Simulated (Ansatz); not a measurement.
# MnF2: the cost of one run

Program: Ansatz 0.2.0. Level of theory: DFT r2SCAN, PAW, plane waves, scalar-relativistic. These are calculated values, not measurements.

## (1) The system as given

Symmetry: P4_2/mnm, No. 136, tetragonal system. The conventional cell has a = 4.851 Å, b = 4.851 Å, c = 3.304 Å, α = 90.00°, β = 90.00°, γ = 90.00°. Around F (site symmetry m2m) lie 3 Mn at 2.09 to 2.13 Å. Around Mn (site symmetry mmm) lie 6 F at 2.09 to 2.13 Å.

Coordinates:

```
F Mn
1.0
     4.85090    0.00000    0.00000
     0.00000    4.85090    0.00000
     0.00000    0.00000    3.30430
F Mn
4 2
Direct
  0.30460 0.30460 0.00000
  0.19540 0.80460 0.50000
  0.69540 0.69540 0.00000
  0.80460 0.19540 0.50000
  0.00000 0.00000 0.00000
  0.50000 0.50000 0.50000
```

Labels such as Mn6 number the atoms in the order of the input file.

Known so far: 9 plain starts ended in 4 states. The lowest came from “opposed moments +-, plain SCF [Mn5 4.50, Mn6 -4.50 μB]”: antiferromagnetic, site moments Mn5 4.21, Mn6 -4.21 μB, total 0.00 μB per cell, a gap of 2.98 eV on the k-mesh, free energy -11052.7786 eV.

Runs to come: parallel moments, default search for lower states; opposed moments +-, default search for lower states; the moments typed in its input, symmetry off, plain SCF; the moments typed in its input, standard search for lower states.

“Plain SCF” means no search for lower states. The default search lets the program follow hints of a lower state (another filling of open shells, a soft direction), where it sees any. The standard and full searches may also try other magnetic orders and fillings, and need not reach the lowest state. With a search on, the program may also reshape the start on open shells. Ends within 0.2 meV/atom and 0.1 μB count as one state.

Site moments are integrals over atomic spheres and don't add up to the total.

## (2) Parallel moments, default search for lower states

input.yaml reads:

```yaml
crystal:
  lattice:
    - [4.8509, 0.0, 0.0]
    - [0.0, 4.8509, 0.0]
    - [0.0, 0.0, 3.3043]
  atoms:
    - { symbol: F, position: [0.3046, 0.3046, 0.0] }
    - { symbol: F, position: [0.1954, 0.8046, 0.5] }
    - { symbol: F, position: [0.6954, 0.6954, 0.0] }
    - { symbol: F, position: [0.8046, 0.1954, 0.5] }
    - { symbol: Mn, position: [0.0, 0.0, 0.0], spin: 4.5 }
    - { symbol: Mn, position: [0.5, 0.5, 0.5], spin: 4.5 }
magnetization:
  spin_polarized: true
hamiltonian:
  xc: r2scan
  pseudopotentials: { kind: paw }
basis:
  ecutwfc: 500
kpoints:
  mp_grid: { grid: [4, 4, 6] }
scf:
  occupations: { method: fermi_dirac, width: 0.1 }
output:
  forces: true
  stress: true
```

Run with:

```console
$ ansatz run input.yaml --threads 2 --pin off --max-ram 5120MiB --backend cpu --events-out ev --progress --plain --runs-dir out
```

What time and memory should one allow on 2 threads of Arm Neoverse V2, shared host?

About 16 s, with a peak of 0.59 GiB.
